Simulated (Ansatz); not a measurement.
# V (hcp type): a relaxation

Aim: a sound relaxation of V (hcp type). The structure is shown as the input types it.

Program: Ansatz 0.2.0. Level of theory: DFT, LDA, PAW with Ansatz's default frozen-core files, scalar-relativistic. These are calculated values, not measurements.

### 1 The structure to begin with

It takes space group P6_3/mmc (No. 194, hexagonal). The conventional cell has a = 2.014 Å, b = 2.014 Å, c = 3.671 Å, α = 90.00°, β = 90.00°, γ = 120.00°. V (site symmetry -6m2) is surrounded by 12 V at 2.01 to 2.17 Å.

As a file:

```
CELL_PARAMETERS angstrom
2.01414 0.00000 0.00000
-1.00707 1.74430 0.00000
0.00000 0.00000 3.67112
ATOMIC_POSITIONS crystal
V 0.33333 0.66667 0.25000
V 0.66667 0.33333 0.75000
```

### 2 The run

Input file input.yaml:

```yaml
crystal:
  lattice:
    - [2.0141419109, 0.0, 0.0]
    - [-1.0070709554, 1.7442980616, 0.0]
    - [0.0, 0.0, 3.6711224897]
  atoms:
    - { symbol: V, position: [0.3333333333, 0.6666666667, 0.25] }
    - { symbol: V, position: [0.6666666667, 0.3333333333, 0.75] }
kpoints:
  mp_grid: { grid: [18, 18, 10] }
scf:
  occupations: { method: gaussian, width: 5.0 }
  max_iter: 75
hamiltonian:
  xc: lda
  pseudopotentials: { kind: paw }
output:
  forces: true
  stress: true
relax:
  f_tol: 0.005
  max_steps: 30
  cell: { stress_tol: 0.53, fix: [volume] }
```

Run with:

```console
> ansatz run input.yaml --threads 1 --pin off --max-ram 2048MiB --backend cpu --events-out ev --progress --plain --runs-dir out
```

Q: Will this input give a usable result? If not, why, and what should change?

This run ends as converged. It gives a pressure of 542 GPa, which is large; a structure far from rest gives such values too, whatever the setting.

In the input, scf.occupations.method is gaussian; scf.occupations.width is 5.0. The width is far wider than usual, so occupations near the Fermi level are blurred and the entropy term grows.

The test: set scf.occupations.method to fermi_dirac and scf.occupations.width to 0.08.
